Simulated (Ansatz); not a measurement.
**H8O2Si3: molecular dynamics**

The plan is to follow the molecule's vibrations and see whether its bonds hold. The start is relaxed first. Runs: 300 steps of 0.25 fs under a Langevin thermostat, set from 3000 K to 10 K by a schedule. SMILES of the start: [SiH3]O[SiH2]O[SiH3].

Program: Ansatz 0.2.0. Level of theory: RHF/6-31G*. These are calculated values, not measurements.

## 1. The structure to begin with

Bond lengths: Si1–O2 1.680 Å, O2–Si3 1.680 Å, Si3–H4 1.460 Å, Si3–H5 1.460 Å, Si3–H6 1.460 Å, Si1–O7 1.680 Å, O7–Si8 1.680 Å, Si8–H9 1.460 Å, Si8–H10 1.460 Å, Si8–H11 1.460 Å, Si1–H12 1.459 Å, Si1–H13 1.459 Å. Angles (14 of 20 angles, heavy atoms first): Si1–O2–Si3 125.0°, O2–Si1–O7 109.4°, Si1–O7–Si8 125.0°, O2–Si1–H12 109.5°, O2–Si1–H13 109.5°, O7–Si1–H12 109.5°, O7–Si1–H13 109.5°, O2–Si3–H4 109.5°, O2–Si3–H5 109.5°, O2–Si3–H6 109.5°, O7–Si8–H9 109.5°, O7–Si8–H10 109.5°, O7–Si8–H11 109.5°, H12–Si1–H13 109.5°.

Coordinates:

```xyz
13

Si    0.0000    0.0000    0.0000
O     0.0000    0.0000    1.6800
Si   -1.3147   -0.4067    2.6436
H    -2.2390   -1.2403    1.8804
H    -0.8506   -1.1432    3.8157
H    -1.9987    0.8095    3.0733
O     1.5842    0.0000   -0.5594
Si    2.4906   -1.3762   -0.8866
H     1.6598   -2.3521   -1.5857
H     3.6318   -1.0202   -1.7249
H     2.9691   -1.9538    0.3660
H    -0.6877    1.1914   -0.4862
H    -0.6877   -1.1914   -0.4862
```

## 2. Relaxing the start

File input.yaml:

```yaml
crystal:
  periodic: [false, false, false]
  atoms:
    - { symbol: Si, position_ang: [0.0, 0.0, 0.0] }
    - { symbol: O, position_ang: [0.0, 0.0, 1.68] }
    - { symbol: Si, position_ang: [-1.3147, -0.4067, 2.6436] }
    - { symbol: H, position_ang: [-2.239, -1.2403, 1.8804] }
    - { symbol: H, position_ang: [-0.8506, -1.1432, 3.8157] }
    - { symbol: H, position_ang: [-1.9987, 0.8095, 3.0733] }
    - { symbol: O, position_ang: [1.5842, 0.0, -0.5594] }
    - { symbol: Si, position_ang: [2.4906, -1.3762, -0.8866] }
    - { symbol: H, position_ang: [1.6598, -2.3521, -1.5857] }
    - { symbol: H, position_ang: [3.6318, -1.0202, -1.7249] }
    - { symbol: H, position_ang: [2.9691, -1.9538, 0.366] }
    - { symbol: H, position_ang: [-0.6877, 1.1914, -0.4862] }
    - { symbol: H, position_ang: [-0.6877, -1.1914, -0.4862] }
basis:
  gaussian: { orbitals: "6-31G*" }
hamiltonian:
  xc: hf
relax:
  f_tol: 0.02
  max_steps: 40
output:
  orbitals: {}
```

On the command line:

```
$ ansatz run input.yaml --threads 1 --pin off --max-ram 2048MiB --backend cpu --events-out ev --progress --plain --runs-dir out
```

The runs that follow: Dynamics.

What does the calculation give? Wanted: relaxation of the start; temperature, first and last step; temperature, second half; potential energy, second half; bonds formed or broken.

**Answer**, as computed:

| quantity | value |
| --- | --- |
| relaxation of the start | 25 moves, 0.383 eV lower |
| length | 300 steps of 0.25 fs |
| temperature, first and last step | 2769 and 685 K |
| temperature, second half | mean 1292 K, from 610 to 2239 K |
| potential energy, second half | +150 meV/atom from the start |
| bonds formed or broken | 0 |

**Reading.** The set-point goes from 3000 to 10 K in 75 fs, and the last tenth of the run averages 793 K. Such a rate, of order 10^17 K/s, is far beyond any furnace or quench, and the atoms lag the set-point. The bonding pattern survives the run. 75 fs on 13 atoms is far too short and small for converged averages. The nuclei move classically, without zero-point motion, which matters most for hydrogen.
